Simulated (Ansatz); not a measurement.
# C2HClFIn (SMILES C#[C][In]([F])[Cl]): BHLYP/def2-SVP (core potential)

What is the energy change on altering one bond length of C2HClFIn at BHLYP/def2-SVP (core potential)? 

Program for the calculation: Ansatz 0.2.0.

117 further runs of the same task are left out: 1 that didn't finish, 116 set aside as unsound or not needed.

## 1. Starting point

The species is C2HClFIn (6 atoms), meant as a singlet with charge 0. As SMILES, `C#[C][In]([F])[Cl]`. Geometry: relaxed at PBE0-D4/def2-TZVP.

Bond lengths: C1–C2 1.206 Å, C2–In3 2.048 Å, In3–F4 1.933 Å, In3–Cl5 2.293 Å, C1–H6 1.067 Å. Angles: C1–C2–In3 179.4°, C2–In3–F4 120.7°, C2–In3–Cl5 127.6°, F4–In3–Cl5 111.7°, C2–C1–H6 179.8°.

## 2. The energy at BHLYP/def2-SVP (core potential)

The input, input.yaml:

```yaml
basis:
  gaussian:
    orbitals: def2-SVP
crystal:
  periodic: [false, false, false]
  atoms:
    - symbol: C
      position_ang: [1.088300, 0.340300, 1.700800]
    - symbol: C
      position_ang: [0.438900, 0.120100, 0.708700]
    - symbol: In
      position_ang: [-0.655800, -0.235700, -0.984700]
    - symbol: F
      position_ang: [-1.773600, -1.806600, -1.123700]
    - symbol: Cl
      position_ang: [-0.759200, 1.049500, -2.880900]
    - symbol: H
      position_ang: [1.661500, 0.532400, 2.579900]
hamiltonian:
  xc: {name: BHLYP}
output:
  orbitals: {seedname: orbitals}
accuracy: high
```

Run with:

```bash
$ ansatz run input.yaml --threads 1 --pin off --max-ram 3480MiB --events-out events.jsonl --progress --plain --runs-dir runs
```

The program printed:

```text
Warning: RAYON_NUM_THREADS=1 ignored (pool sized by the plan → 1); use --threads N
Functional definition: BHLYP
  name "BHLYP"
  parameter a = 0.5
  exchange = (1 - a)*b88_x + a*exact_x
  correlation = lyp_c
1941 factors; integrals over basis functions are off by at most 3.4e-9 eV
mean field evaluation 1: about -22485.9579 eV, gradient 4.8e1 eV
mean field evaluation 2: about -22484.7776 eV, gradient 5.9e1 eV
mean field evaluation 4: about -22491.0389 eV, gradient 2.0e0 eV
mean field evaluation 8: about -22491.3228 eV, gradient 4.9e-1 eV
mean field evaluation 16: about -22491.3234 eV, gradient 1.4e-4 eV
mean field -22491.32343012 eV, -826.5408908902 hartree, gradient 8.1e-8 eV, S^2 0.000000; 0 other end points of the search recorded, 0 dependent functions left out
reference -22491.32345864 eV, -826.5408919385 hartree; 30, 30 occupied and 61, 61 virtual orbitals, 1941 factors
Total energy: -22491.32345864 eV, -826.5408919385 hartree
```

It took 10 s on 1 thread of Arm Neoverse V2, shared host; peak memory 0.32 GiB.

## 3. The distorted shape, same level

The input, input.yaml:

```yaml
crystal:
  periodic: [false, false, false]
  atoms:
    - {symbol: C, position_ang: [1.119318, -0.045235, 2.269623]}
    - {symbol: C, position_ang: [0.469918, -0.265435, 1.277523]}
    - {symbol: In, position_ang: [-0.624782, -0.621235, -0.415877]}
    - {symbol: F, position_ang: [-1.742582, -2.192135, -0.554877]}
    - {symbol: Cl, position_ang: [-0.759200, 1.049500, -2.880900]}
    - {symbol: H, position_ang: [1.692518, 0.146865, 3.148723]}
basis:
  gaussian:
    orbitals: def2-SVP
total_charge: 0
hamiltonian:
  xc: {name: BHLYP}
accuracy: high
output:
  orbitals: {seedname: orbitals}
```

Run with:

```bash
$ ansatz run input.yaml --threads 1 --pin off --max-ram 3480MiB --events-out events.jsonl --progress --plain --runs-dir runs
```

The program printed:

```text
Warning: RAYON_NUM_THREADS=1 ignored (pool sized by the plan → 1); use --threads N
Functional definition: BHLYP
  name "BHLYP"
  parameter a = 0.5
  exchange = (1 - a)*b88_x + a*exact_x
  correlation = lyp_c
1913 factors; integrals over basis functions are off by at most 1.5e-8 eV
mean field evaluation 1: about -22483.6753 eV, gradient 4.9e1 eV
mean field evaluation 2: about -22481.3896 eV, gradient 6.4e1 eV
mean field evaluation 4: about -22489.5094 eV, gradient 3.0e0 eV
mean field evaluation 8: about -22489.7828 eV, gradient 4.9e-1 eV
mean field evaluation 16: about -22489.7835 eV, gradient 1.4e-4 eV
mean field -22489.78346720 eV, -826.4842982967 hartree, gradient 5.0e-8 eV, S^2 0.000000; 0 other end points of the search recorded, 0 dependent functions left out
reference -22489.78349609 eV, -826.4842993584 hartree; 30, 30 occupied and 61, 61 virtual orbitals, 1913 factors
Total energy: -22489.78349609 eV, -826.4842993584 hartree
```

Run time: 10 s. Hardware: 1 thread of Arm Neoverse V2, shared host; peak memory 0.31 GiB.

## 4. Summary of results

Level: BHLYP/def2-SVP (core potential).

| quantity | value |
| --- | --- |
| first shape: total energy | -826.54089 Eh |
| first shape: HOMO energy | -9.96 eV |
| first shape: LUMO energy | -1.15 eV |
| first shape: HOMO–LUMO gap | 8.81 eV |
| distorted shape: total energy | -826.48430 Eh |
| distorted shape: HOMO energy | -8.99 eV |
| distorted shape: LUMO energy | -2.86 eV |
| distorted shape: HOMO–LUMO gap | 6.13 eV |
| energy change with the In3–Cl5 bond stretched from 2.293 to 2.981 Å | 1.540 eV |

In words: With the In3–Cl5 bond stretched from 2.293 to 2.981 Å the energy rises by 1.54 eV (149 kJ/mol). The first shape isn't relaxed at this level, so the change isn't measured from a minimum.
